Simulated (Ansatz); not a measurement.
# LiRu: the cost of one run

Computed with Ansatz 0.2.0 (DFT PBE, scalar-relativistic, plane waves, PAW, unless a step's input says otherwise).

### Step 1. The system as given

It takes space group Pm-3m (No. 221, cubic). The conventional cell has a = 2.953 Å, b = 2.953 Å, c = 2.953 Å, α = 90.00°, β = 90.00°, γ = 90.00°. Around Li (site symmetry m-3m) lie 8 Ru at 2.56 Å. Around Ru (site symmetry m-3m) lie 8 Li at 2.56 Å.

Coordinates:

```xyz
2
Lattice="2.9533 0.0000 0.0000 0.0000 2.9533 0.0000 0.0000 0.0000 2.9533" Properties=species:S:1:pos:R:3 pbc="T T T"
Li    0.0000    0.0000    0.0000
Ru    1.4767    1.4767    1.4767
```

This is candidate A: caesium chloride type (Pm-3m, No. 221).

(A quick probe on a coarse mesh, which set the mesh and smearing, is not shown.)

### Step 3. Coarse relaxation (candidate A)

input.yaml reads:

```yaml
crystal:
  lattice:
    - [2.9533133967, 0.0, 0.0]
    - [0.0, 2.9533133967, 0.0]
    - [0.0, 0.0, 2.9533133967]
  atoms:
    - { symbol: Li, position: [0.0, 0.0, 0.0] }
    - { symbol: Ru, position: [0.5, 0.5, 0.5] }
basis:
  ecutwfc: 420
kpoints:
  mp_grid: { grid: [6, 6, 6] }
hamiltonian:
  xc: pbe
scf:
  occupations: { method: gaussian, width: 0.1 }
  lower_state_search: "off"
output:
  forces: true
  stress: true
  eigenvalues: true
relax:
  adjacent_minimum: "off"
  f_tol: 0.04
  max_steps: 70
  cell: { stress_tol: 0.4 }
```

Command:

```sh
> ansatz run input.yaml --threads 1 --pin off --max-ram 2560MiB --backend cpu --events-out ev --progress --plain --runs-dir out
```

Q: Estimate wall time and peak memory on 1 thread of Intel Xeon 6975P-C (Granite Rapids), shared host.

About 1.6 s, with a peak of 0.31 GiB.
